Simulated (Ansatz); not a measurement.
The system is RuAu.

```
Ru Au
1.0
     3.16481    0.00000    0.00000
     0.00000    3.16481    0.00000
     0.00000    0.00000    3.16481
Ru Au
1 1
Direct
  0.00000 0.00000 0.00000
  0.50000 0.50000 0.50000
```

The cell was built by a generator and needn't be a form met in nature.

* Program: Ansatz 0.2.0
* Task: relaxation of cell and atoms
* Functional: HSEsol
* Potentials or basis: Ansatz PAW
* Cutoff: 420 eV (not typed: the program's choice for these potentials)
* k mesh: 4 × 4 × 4
* Occupations: fermi-dirac, width 0.05 eV
* Spin: no spin polarisation

At the start: volume 15.85 Å³/atom.

Task: How do energy, volume and symmetry change on relaxing?

Result: It ends after 4 steps and the volume is 14.97 Å³/atom (-5.5 %); space group Pm-3m (No. 221, to 0.05 Å).

The path:
| step | energy change (eV) | largest force (eV/Å) | volume (Å³) |
| --- | --- | --- | --- |
| 1 | 0.0000 | 0.0000 | 31.70 |
| 2 | -0.0715 | 0.0000 | 30.27 |
| 3 | -0.0745 | 0.0000 | 29.94 |
| 4 | -0.0734 | 0.0000 | 29.94 |

Final structure:
```xyz
2
Lattice="3.1052 0.0000 0.0000 0.0000 3.1052 0.0000 0.0000 0.0000 3.1052" Properties=species:S:1:pos:R:3 pbc="T T T"
Ru    0.0000    0.0000    0.0000
Au    1.5526    1.5526    1.5526
```

Caveat: the k mesh is coarse (spacing up to 0.50 Å⁻¹), so the values aren't converged, least of all with exact exchange; the plane-wave basis is chosen anew once the cell has moved, so the energies of steps on either side of that aren't comparable; the PAW data sets come from PBE, with cores solved anew for the run's functional, which leaves a small shift of forces and pressure.
